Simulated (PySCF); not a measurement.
# TlH−: from the state search to spectroscopic constants

Aim: find the lowest electronic state of TlH−, scan its bond at several levels of theory, and get bond length, wavenumber and dissociation energy from each curve.

Method: Tl aug-cc-pVDZ-PP with ECP60, H aug-cc-pVDZ, scalar-relativistic core potentials; program: PySCF 2.14.0.

3 further runs of the same task are left out: 3 set aside as unsound or not needed.

## 1. The job

A driver script around PySCF takes these settings:

```
atoms                         : Tl, H
charge                        : -1
basis                         : Tl aug-cc-pVDZ-PP with ECP60, H aug-cc-pVDZ
Hamiltonian                   : scalar-relativistic core potentials
basis functions               : 41
electrons treated             : 23
masses in u                   : 204.9744, 1.0078
levels                        : PBE0, PBE, r²SCAN, TPSSh, B3LYP, PW91, LC-ωPBE, MP2, SCS-MP2, CCSD, CCSD(T)
grid                          : 80 radial by 434 angular points
occupations                   : held fixed by the projection of orbital angular momentum
dissociation limit            : Tl + H−, each in its ground configuration
starting distance in angstrom : 1.850
values of 2S to try           : 1, 3
```

On the command line:

```sh
OMP_NUM_THREADS=1 python dia.py task.json out
```

After this run come: First curve: PBE0; PBE (GGA); r²SCAN (meta-GGA); TPSSh (hybrid meta-GGA); B3LYP; PW91 (GGA); LC-ωPBE (range-separated hybrid); Adding correlation.

**Question.** What will these runs give? Wanted: for each run, Re; ωe; De; μ.

**Answer**, as computed:

Lowest PBE0 solution found, without spin–orbit coupling: ²Π (doublet), unpaired electrons π ↑.

```
      level  Re (Å)  ωe (cm⁻¹)  De (eV)  μ (D)
    UHF-MP2   1.937       1195     2.03    n/a
UHF-SCS-MP2   1.953       1164     1.90    n/a
   UHF-CCSD   1.961       1129     1.86    n/a
UHF-CCSD(T)   1.962       1124     1.91    n/a
        PBE   1.985       1124     2.10  -1.93
       PW91   1.982       1128     2.12  -1.94
     r²SCAN   1.963       1166     2.09  -1.85
      TPSSh   1.969       1166     2.07  -1.85
      B3LYP   1.981       1133     1.96  -2.02
       PBE0   1.959       1176     2.08  -1.82
    LC-ωPBE   1.928       1225     1.96  -1.64
```

De is counted to Tl + H− in their ground configurations. A positive dipole points from Tl to H; in an ion it is taken about the centre of mass and does not tell which atom is negative.

Differences from CCSD(T) in the same basis:

```
      level  Re (mÅ)  ωe (%)
    UHF-MP2      -26    +6.3
UHF-SCS-MP2       -9    +3.5
   UHF-CCSD       -1    +0.5
        PBE      +23     0.0
       PW91      +20    +0.4
     r²SCAN        0    +3.7
      TPSSh       +7    +3.7
      B3LYP      +19    +0.8
       PBE0       -3    +4.6
    LC-ωPBE      -34    +9.0
```

What this shows: Judged by CCSD(T) in the same basis: best bond length r²SCAN (0 mÅ), worst LC-ωPBE (-34 mÅ); best wavenumber PBE (0.0 %), worst LC-ωPBE (+9.0 %). CCSD(T) in a basis this small is itself some way from its limit, more so than the functionals. Of the levels with a De here, UHF-CCSD gives the least (1.86 eV) and PW91 the most (2.12 eV).

Correlated steps freeze 4 core orbitals. Spin–orbit coupling is left out, which matters for elements this heavy, above all for dissociation energies. With some functionals the highest level of the anion is positive, from self-interaction error or because the anion is truly unbound there; the finite basis then holds the extra electron, and no neutral molecule was run to test the binding. With spin–orbit coupling the term label itself may not hold.
